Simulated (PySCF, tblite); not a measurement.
# C7H12NPS: geometry, infrared bands and NMR shifts

Wanted: the infrared bands and NMR shifts of C7H12NPS (`CCP(NC)c1cccs1`), by calculation.

The runs use tblite 0.8.0 and PySCF 2.14.0, with density-fitted response routines of our own; the level of theory stands in each step. All values are computed, except where a source is named. Atoms are numbered from 0 throughout.

## Step 1: Starting geometry

22 atoms, charge 0, multiplicity 1; geometry from: force field or distance geometry start.

Bonds of the start (Å): C0–C1 1.48, C1–P2 1.86, P2–N3 1.77, N3–C4 1.46, P2–C5 1.84, C5–C6 1.36, C6–C7 1.35, C7–C8 1.36, C8–S9 1.92, S9–C5 1.68, C0–H10 1.11, C0–H11 1.11, C0–H12 1.13, C1–H13 1.10, C1–H14 1.14, N3–H15 1.05, C4–H16 1.12, C4–H17 1.11, C4–H18 1.11, C6–H19 1.11, C7–H20 1.10, C8–H21 1.08.

## Step 2: Optimising the geometry with GFN2-xTB

What the job is given:

```
{"job": {"kind": "relax", "xc": "GFN2-xTB", "basis": "xTB"}, "charge": 0, "multiplicity": 1}
C     -3.123400     0.819400    -0.422700
C     -1.781800     0.999700    -1.028200
P     -0.578500    -0.362300    -0.619300
N     -0.998700    -1.249600     0.848200
C     -0.298600    -2.524100     1.003500
C      1.064900     0.439500    -0.413200
C      2.215000    -0.209700    -0.077800
C      3.328900     0.547700     0.037100
C      3.169000     1.871900    -0.208600
S      1.310300     2.090200    -0.616800
H     -3.088100     0.401600     0.602200
H     -3.726800     0.186100    -1.114000
H     -3.682000     1.804100    -0.359800
H     -1.794300     1.096500    -2.127800
H     -1.322800     1.954000    -0.612900
H     -0.760500    -0.689000     1.706200
H      0.659100    -2.382100     1.575000
H     -0.091500    -3.027800     0.032900
H     -0.986900    -3.197200     1.551400
H      2.223600    -1.307100     0.105900
H      4.307800     0.132100     0.304700
H      3.944900     2.625700    -0.166900
```

Run with:

```bash
$ OMP_NUM_THREADS=1 python probes_run.py task.json out
```

One launch serves the whole session: the jobs run in the order shown.

**Question.** This job is followed by: GFN2-xTB harmonic vibrations, gas phase; GIAO PBE0/pcSseg-1 NMR shielding, non-relativistic, gas phase. Predict these results of the whole session: strongest single infrared mode (GFN2-xTB); zero-point energy (GFN2-xTB); ¹³C shifts against TMS (PBE0/pcSseg-1); ¹H shifts against TMS (PBE0/pcSseg-1, means over atoms taken as alike); ³¹P shifts against H3PO4 (PBE0/pcSseg-1); ¹⁵N shifts against NH3 (PBE0/pcSseg-1); ³³S shifts against CS2 (PBE0/pcSseg-1); surface potential, 1st and 99th percentile.

**Answer**, as computed:

| quantity | value |
| --- | --- |
| strongest single infrared mode (GFN2-xTB) | 574 cm⁻¹, 117 km/mol |
| zero-point energy (GFN2-xTB) | 109.3 kcal/mol |
| ¹³C shifts against TMS (PBE0/pcSseg-1) | 162.2, 135.2, 134.9, 132.4, 37.5, 31.8, 11.4 ppm |
| ¹H shifts against TMS (PBE0/pcSseg-1, means over atoms taken as alike) | 7.42, 7.26, 7.19, 3.09, 1.79, 1.35, 0.31 ppm |
| ³¹P shifts against H3PO4 (PBE0/pcSseg-1) | 18.5 ppm |
| ¹⁵N shifts against NH3 (PBE0/pcSseg-1) | 55.1 ppm |
| ³³S shifts against CS2 (PBE0/pcSseg-1) | 229 ppm |
| surface potential, 1st and 99th percentile | -1.05 V and 1.23 V |

In words: Over 108 steps the energy fell by 1.468 eV; of the close pairs, C8–S9 changed most, 1.915 to 1.717 Å. The lowest mode is slightly imaginary (19i cm⁻¹), a soft motion within the noise of the Hessian, so the minimum is not strictly shown. The strongest single mode, at 574 cm⁻¹, is spread over many atoms; the largest shares are those of H15, N3. GFN2-xTB is a fitted tight-binding method: band positions and strengths are rough. Its intensities can rank the bands wrongly. At PBE0/pcSseg-1: The widest tensor belongs to S9: span 259 ppm, with a paramagnetic part of -785 ppm. NICS(1)zz of -27 ppm above the planar ring from C5 marks a diatropic (aromatic) ring current. At PBE0/pcSseg-1, counted by nearest atom on the grid, the HOMO lies on P2 23 %; C5, C8 about 16 % each, the LUMO on C5, C8 about 20 % each; S9 18 %.
